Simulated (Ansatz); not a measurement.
# NW: the cost of one run

Computed with Ansatz 0.2.0, Gaussian basis. Level: def2-QZVPP, core rule «outside noble gas», up to 5 orbitals frozen.

Plan: UHF; ROHF; CCSD(T) on UHF.

**1. The geometry**

The geometry is a PBE0/def2-TZVP stationary point (not a proven minimum) of the parent state, kept for this charge and spin. No spin-orbit coupling is included. Elements past krypton take def2 core potentials.

2 atoms, charge 0, spin multiplicity 4.

Atoms are counted from 1 here; the program's logs count them from 0.

Bond lengths: W1–N2 1.844 Å.

**2. UHF**

The input, in.yaml:

```yaml
crystal:
  periodic: [false, false, false]
  atoms:
    - {symbol: W, position_ang: [0.000000, 0.000000, 0.000000]}
    - {symbol: N, position_ang: [0.000000, 0.000000, 1.843600]}
basis:
  gaussian: {orbitals: "def2-QZVPP.json"}
magnetization: {spin_polarized: true, initial_magnetization: 3}
hamiltonian: {xc: hf}
output: {orbitals: {seedname: orbitals}}
```

On the command line:

```bash
ansatz run in.yaml --threads 1 --pin off --events-out ev --progress --plain --max-ram 3968MiB --backend cpu
```

**Question.** How long does this run take on 1 thread of AMD EPYC 7R13, shared host, and how much memory does it need?

About 16 s, with a peak of 0.31 GiB.
